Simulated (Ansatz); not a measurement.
**C2HBrClF3: vertical ionisation energy**

An exercise on one series of results from a longer session: the logs are not shown, and one member is left open.

The runs use Ansatz 0.2.0, Gaussian basis; unrestricted cation, the program's frozen cores in correlated methods.

Plan: UKS PBE-D4/def2-TZVPP; UKS r2SCAN-D4/def2-TZVPP; UKS PBE0-D4/def2-TZVPP; UKS B3LYP-D4/def2-TZVPP; UKS wB97X-V/def2-TZVPP; UKS wB97M-V/def2-TZVPP; UKS B2PLYP/def2-TZVPP; UHF-CCSD(T)/def2-TZVPP; UHF-MP2/def2-QZVPP; extrapolation to the limit; then −ε(HOMO) from the neutral's earlier runs with LDA (SPW92), PBE-D4, revPBE-D4, BLYP-D4, r2SCAN-D4, B97M-V, PBE0-D4, B3LYP-D4, r2SCANh-D4, r2SCAN0-D4, HSE06-D4, BHLYP-D4, CAM-B3LYP-D4, LC-ωPBE, ωB97X-V, ωB97M-V.

**The relaxed structure**

All runs share one geometry, relaxed beforehand with PBE0-D4 in a triple-zeta def2 set.

8 atoms, charge 0, spin multiplicity 1.

Atoms are counted from 1 here; the program's logs count them from 0.

Bond lengths: F1–C2 1.352 Å, C2–Cl3 1.754 Å, C2–C4 1.537 Å, C2–H8 1.090 Å, C4–F5 1.336 Å, C4–F6 1.327 Å, C4–Br7 1.938 Å. Angles: F1–C2–Cl3 109.9°, F1–C2–C4 107.6°, F1–C2–H8 109.5°, Cl3–C2–C4 111.7°, Cl3–C2–H8 108.7°, C4–C2–H8 109.5°, C2–C4–F5 108.0°, C2–C4–F6 111.3°, C2–C4–Br7 110.8°, F5–C4–F6 108.1°, F5–C4–Br7 108.7°, F6–C4–Br7 109.9°.

Set-up of the first run:

File in.yaml:

```yaml
crystal:
  periodic: [false, false, false]
  atoms:
    - {symbol: F, position_ang: [-1.692140, 0.575518, 0.294723]}
    - {symbol: C, position_ang: [-0.343453, 0.663397, 0.266450]}
    - {symbol: Cl, position_ang: [0.271437, 0.913281, 1.889655]}
    - {symbol: C, position_ang: [0.193992, -0.637647, -0.349428]}
    - {symbol: F, position_ang: [-0.397721, -0.808868, -1.534477]}
    - {symbol: F, position_ang: [-0.094563, -1.686864, 0.410577]}
    - {symbol: Br, position_ang: [2.109278, -0.528098, -0.623040]}
    - {symbol: H, position_ang: [-0.046841, 1.509291, -0.354453]}
basis:
  gaussian: {orbitals: def2-TZVPP}
total_charge: 1
magnetization: {spin_polarized: true, initial_magnetization: 1}
hamiltonian: {xc: pbe, dispersion: d4}
```

The run is started by

```sh
$ ansatz run in.yaml --threads 2 --pin off --events-out ev --progress --plain --max-ram 22528MiB --backend cpu
```

Among the steps run: Cation, UKS PBE-D4/def2-TZVPP; Cation, UKS r2SCAN-D4/def2-TZVPP; Cation, UKS PBE0-D4/def2-TZVPP; Cation, UKS B3LYP-D4/def2-TZVPP; Cation, UKS wB97X-V/def2-TZVPP; Cation, UKS wB97M-V/def2-TZVPP; Cation, UKS B2PLYP (frozen core)/def2-TZVPP; Cation, UHF-CCSD(T)/def2-TZVPP; Cation, UHF-MP2/def2-QZVPP.

One of the session's tables, all rows but one given; the rest of the session is left out.

For comparison, −ε(HOMO) of the neutral from earlier runs:

| functional | −ε(HOMO) (eV) |
| --- | --- |
| LDA (SPW92) | ? |
| PBE-D4 | 7.53 |
| revPBE-D4 | 7.46 |
| BLYP-D4 | 7.38 |
| r2SCAN-D4 | 7.91 |
| B97M-V | 8.01 |
| PBE0-D4 | 8.95 |
| B3LYP-D4 | 8.68 |
| r2SCANh-D4 | 8.42 |
| r2SCAN0-D4 | 9.19 |
| HSE06-D4 | 8.55 |
| BHLYP-D4 | 10.20 |
| CAM-B3LYP-D4 | 10.34 |
| LC-ωPBE | 11.76 |
| ωB97X-V | 11.37 |
| ωB97M-V | 11.22 |

Estimate the missing values for LDA (SPW92).

**Answer.** −ε(HOMO) (eV): 7.73. In the column «−ε(HOMO) (eV)» it lies between PBE-D4 (7.53) and r2SCAN-D4 (7.91).
